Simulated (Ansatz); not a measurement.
# ScAl2Sb2As: from a guess to a relaxed structure

Aim: relax a trial structure of ScAl2Sb2As and see where it ends.

Program: Ansatz 0.2.0. Level of theory: DFT PBE, scalar-relativistic, plane waves, PAW. These are calculated values, not measurements.

## 1. The system as given

Symmetry: P-3m1, No. 164, trigonal system. Conventional cell: a = 4.384 Å, b = 4.384 Å, c = 7.273 Å, α = 90.00°, β = 90.00°, γ = 120.00°. Sc (site symmetry -3m) has 6 Al at 2.80 Å and 6 Sb at 3.02 Å and 2 As at 3.64 Å in its first shell of neighbours. Al (site symmetry 3m) has 4 Sb at 2.57 to 2.85 Å and 3 Sc at 2.80 Å and 3 Al at 3.48 Å and 3 As at 3.52 Å in its first shell of neighbours. Sb (site symmetry 3m) has 4 Al at 2.57 to 2.85 Å and 3 Sc at 3.02 Å and 3 As at 3.21 Å in its first shell of neighbours. As (site symmetry -3m) is surrounded by 6 Sb at 3.21 Å and 6 Al at 3.52 Å and 2 Sc at 3.64 Å.

Coordinates:

```
CELL_PARAMETERS angstrom
4.38389 0.00000 0.00000
-2.19195 3.79656 0.00000
0.00000 0.00000 7.27350
ATOMIC_POSITIONS crystal
Sc 0.00000 0.00000 0.50000
Al 0.66667 0.33333 0.66421
Al 0.33333 0.66667 0.33579
Sb 0.66667 0.33333 0.27237
Sb 0.33333 0.66667 0.72764
As 0.00000 0.00000 0.00000
```

Recipe of the guess: species swapped into a database cell of LiYbCu2P2 (P-3m1, No. 164), with Sc on the Li sites, As on the Yb sites, Al on the Cu sites and Sb on the P sites. The dimensions are guesses.

## 2. A first look at the guess

The input, input.yaml:

```yaml
crystal:
  lattice:
    - [4.38389429, 0.0, 0.0]
    - [-2.19194715, 3.79656382, 0.0]
    - [0.0, 0.0, 7.27349648]
  atoms:
    - { symbol: Sc, position: [0.0, 0.0, 0.5] }
    - { symbol: Al, position: [0.66666667, 0.33333333, 0.66421199] }
    - { symbol: Al, position: [0.33333333, 0.66666667, 0.33578801] }
    - { symbol: Sb, position: [0.66666667, 0.33333333, 0.272365] }
    - { symbol: Sb, position: [0.33333333, 0.66666667, 0.727635] }
    - { symbol: As, position: [0.0, 0.0, 0.0] }
basis:
  ecutwfc: 420
kpoints:
  mp_grid: { grid: [6, 6, 4] }
hamiltonian:
  xc: pbe
scf:
  occupations: { method: gaussian, width: 0.1 }
  lower_state_search: "off"
output:
  forces: true
  stress: true
  eigenvalues: true
```

Command:

```
> ansatz run input.yaml --threads 1 --pin off --max-ram 2560MiB --backend cpu --events-out ev --progress --plain --runs-dir out
```

The session goes on with these runs: a loose first relaxation; spin check on a coarse mesh; full relaxation.

Q: Predict the outcome of this session. Wanted: conventional cell; volume; energy over the elements; gap on the mesh.

**Answer**, as computed:

| quantity | value |
| --- | --- |
| symmetry at the end (tolerance 0.05 Å) | space group P-3m1 (No. 164) |
| conventional cell | a = 5.145 Å, b = 5.145 Å, c = 5.626 Å, α = 90.00°, β = 90.00°, γ = 120.00° |
| volume | 21.50 Å³/atom |
| energy over the elements | -0.11 eV/atom |
| gap on the mesh | none (metal) |

**Reading.** The space group P-3m1 (No. 164) is kept, and the volume per atom grows by 6.6 % from the first guess. It lies below the elements, which doesn't yet make it stable: competing phases were not computed in this session. No finished test with a distortion of lower symmetry is shown, so the end may be a saddle point. The runs treat Sb without spin-orbit coupling. Other magnetic orders were not searched.
